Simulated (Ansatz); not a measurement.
Write a Python script for the Python package of Ansatz (0.2.0) that makes a rigid scan of one bond angle of FH₅OSi₂, SMILES O[SiH2][SiH2]F. Settings (for the species named): CAM-B3LYP, 6-31G* basis, multiplicity 1.

```
atom    x (Å)    y (Å)    z (Å)
   O  -0.2368   1.6053  -1.1021
  Si   0.5868   0.5803  -0.1847
  Si  -0.7023  -1.2253   0.5341
   F   0.3049  -2.2054   1.4338
   H   0.2059   2.4151  -1.4586
   H   1.7443   0.1574  -1.0093
   H   1.1657   1.3604   0.9621
   H  -1.7787  -0.7522   1.3729
   H  -1.2012  -1.9818  -0.5653
```

The script, `run_bend.py`:
```python
# -*- coding: utf-8 -*-
"""Energy of FH5OSi2 against one bond angle."""

import ansatz as az
from ase import Atoms


def main():
    atoms = Atoms(["O", "Si", "Si", "F", "H", "H", "H", "H", "H"], positions=[
        (-0.2368, 1.6053, -1.1021),
        (0.5868, 0.5803, -0.1847),
        (-0.7023, -1.2253, 0.5341),
        (0.3049, -2.2054, 1.4338),
        (0.2059, 2.4151, -1.4586),
        (1.7443, 0.1574, -1.0093),
        (1.1657, 1.3604, 0.9621),
        (-1.7787, -0.7522, 1.3729),
        (-1.2012, -1.9818, -0.5653),
    ])

    # start the scan from a relaxed geometry
    first = (
        az.Crystal.molecule_from_ase(atoms).calculation()
        .basis(gaussian="6-31G*")
        .functional("CAM-B3LYP")
        .relax(force_tolerance=0.02, max_steps=80)
    )
    atoms.positions = first.run(threads=1, backend="cpu").report["positions_ang"]

    rows = []
    for angle in [90, 100, 110, 120, 135, 150, 165, 179]:
        bent = atoms.copy()
        bent.set_angle(1, 0, 4, angle, indices=[4])
        calc = (
            az.Crystal.molecule_from_ase(bent).calculation()
            .basis(gaussian="6-31G*")
            .functional("CAM-B3LYP")
        )
        rows.append((angle, calc.run(threads=1, backend="cpu").report["free_energy_ev"]))
    floor = min(e for _, e in rows)
    for angle, e in rows:
        print(f"angle Si1-O0-H4 = {angle:3d} deg   {1000 * (e - floor):9.1f} meV")


if __name__ == "__main__":
    main()
```

```console
$ python run_bend.py
angle Si1-O0-H4 =  90 deg       346.0 meV
angle Si1-O0-H4 = 100 deg       125.1 meV
angle Si1-O0-H4 = 110 deg        18.1 meV
angle Si1-O0-H4 = 120 deg         0.0 meV
angle Si1-O0-H4 = 135 deg        88.7 meV
angle Si1-O0-H4 = 150 deg       244.5 meV
angle Si1-O0-H4 = 165 deg       389.5 meV
angle Si1-O0-H4 = 179 deg       460.4 meV
```

Notes:
- These settings explore the input space; basis and method may be short of convergence.
- The scan is rigid, and the energies are electronic, in a modest basis. The zero is the lowest point of the grid, which needn't be the minimum.
- Hardware and time: 44 s on 1 thread of Arm Neoverse V2, with other jobs on the host, peak memory 0.25 GiB.
